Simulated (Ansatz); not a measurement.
Geometry optimisation, DFT PBE-D3(BJ), scalar-relativistic, plane waves, PAW in Ansatz 0.2.0.

Input:

```yaml
accuracy: low
crystal:
  lattice:
    - [8.299595, 0.0, 0.0]
    - [4.149798, 7.18766, 0.0]
    - [0.0, 0.0, 19.623665]
  atoms:
    - { symbol: In, position: [0.0, 0.0, 0.0509589] }
    - { symbol: P, position: [0.1666667, 0.1666667, 0.0941248] }
    - { symbol: In, position: [0.0, 0.5, 0.0509589] }
    - { symbol: P, position: [0.1666667, 0.6666667, 0.0941248] }
    - { symbol: In, position: [0.5, 0.0, 0.0509589] }
    - { symbol: P, position: [0.6666667, 0.1666667, 0.0941248] }
    - { symbol: In, position: [0.5, 0.5, 0.0509589] }
    - { symbol: P, position: [0.6666667, 0.6666667, 0.0941248] }
    - { symbol: In, position: [0.6666667, 0.6666667, 0.2236226] }
    - { symbol: P, position: [0.8333333, 0.8333333, 0.2667886] }
    - { symbol: In, position: [0.6666667, 0.1666667, 0.2236226] }
    - { symbol: P, position: [0.8333333, 0.3333333, 0.2667886] }
    - { symbol: In, position: [0.1666667, 0.6666667, 0.2236226] }
    - { symbol: P, position: [0.3333333, 0.8333333, 0.2667886] }
    - { symbol: In, position: [0.1666667, 0.1666667, 0.2236226] }
    - { symbol: P, position: [0.3333333, 0.3333333, 0.2667886] }
    - { symbol: In, position: [0.3333333, 0.3333333, 0.3962864] }
    - { symbol: P, position: [0.5, 0.5, 0.4394523] }
    - { symbol: In, position: [0.3333333, 0.8333333, 0.3962864] }
    - { symbol: P, position: [0.5, 1.0, 0.4394523] }
    - { symbol: In, position: [0.8333333, 0.3333333, 0.3962864] }
    - { symbol: P, position: [0.0, 0.5, 0.4394523] }
    - { symbol: In, position: [0.8333333, 0.8333333, 0.3962864] }
    - { symbol: P, position: [0.0, 1.0, 0.4394523] }
    - { symbol: "N", position: [0.4477482, 0.2942511, 0.4985646] }
    - { symbol: H, position: [0.3453318, 0.2750274, 0.517929] }
    - { symbol: H, position: [0.5690367, 0.1923939, 0.517929] }
    - { symbol: H, position: [0.4288761, 0.4153319, 0.517929] }
basis:
  ecutwfc: 420.0
kpoints:
  mp_grid: { grid: [2, 2, 1] }
hamiltonian:
  xc: pbe
  dispersion: d3bj
  pseudopotentials: { kind: paw, azcp: { folder: soft_1 } }
scf:
  occupations: { method: fermi_dirac, width: 0.05 }
  lower_state_search: "off"
relax:
  f_tol: 0.08
  max_steps: 25
  adjacent_minimum: "off"
  constraints: [{ sites: [0, 1, 2, 3, 4, 5, 6, 7] }]
```

Command:

```bash
$ ansatz run input.yaml --threads 4 --pin off --max-ram 10240MiB --backend cpu --events-out ev --progress --plain --runs-dir out
```

**Question.** Where does it end, and by what steps?

**Answer.** The run converged. The force dipped under the threshold on the way, but the program's further checks kept it going. Limits of this set-up: coarse k mesh, thin slab, slab without dipole correction, low accuracy level. After 20 steps the energy has fallen by 3.554 eV; P18 moved furthest, 1.73 Å. Parted: P16–In17 (2.54 → 3.54 Å). Joined: P16–P18 (4.15 → 2.24 Å).

```tsv
step	energy less start (eV)	largest force component (eV/Å)	accepted
0	0.0000	3.143	yes
1	-1.3437	1.931	yes
2	-1.8836	1.005	yes
3	-2.1758	0.484	yes
4	-2.3503	0.332	yes
5	-2.4595	0.213	yes
6	-2.5628	0.226	yes
7	-2.6489	0.328	yes
8	-2.7586	0.401	yes
9	-2.9962	0.661	yes
10	-3.2948	0.577	yes
11	-3.3206	1.359	yes
12	-3.4680	0.326	yes
13	-3.4397	0.430	no
14	-3.5032	0.165	yes
15	-3.5220	0.038	yes
16	-3.5356	0.071	yes
17	-3.5472	0.177	yes
18	-3.5520	0.143	yes
19	-3.5537	0.052	yes
20	-3.5537	0.052	yes
```

```xyz
28
Lattice="8.2996 0.0000 0.0000 4.1498 7.1877 0.0000 0.0000 0.0000 19.6237" Properties=species:S:1:pos:R:3
In 0.000 0.000 1.000
P 2.075 1.198 1.847
In 2.075 3.594 1.000
P 4.150 4.792 1.847
In 4.150 0.000 1.000
P 6.225 1.198 1.847
In 6.225 3.594 1.000
P 8.300 4.792 1.847
In 8.067 4.652 4.487
P 10.126 5.830 5.360
In 6.156 0.995 4.425
P 8.208 2.237 5.222
In 3.954 4.812 4.423
P 6.047 5.982 5.222
In 2.147 1.234 4.560
P 4.325 2.482 5.416
In 3.135 1.782 8.678
P 5.137 2.945 7.448
In 5.451 5.637 7.754
P 7.508 6.475 8.985
In 7.648 1.908 7.760
P 1.110 3.246 9.021
In 9.697 5.578 8.001
P 3.463 6.794 8.839
N 4.278 2.278 10.757
H 3.724 1.974 11.561
H 5.164 1.763 10.772
H 4.483 3.275 10.866
```

Run time: 4.4 min on 4 threads of Arm Neoverse V1, with other jobs on the host, peak memory 3 GiB.
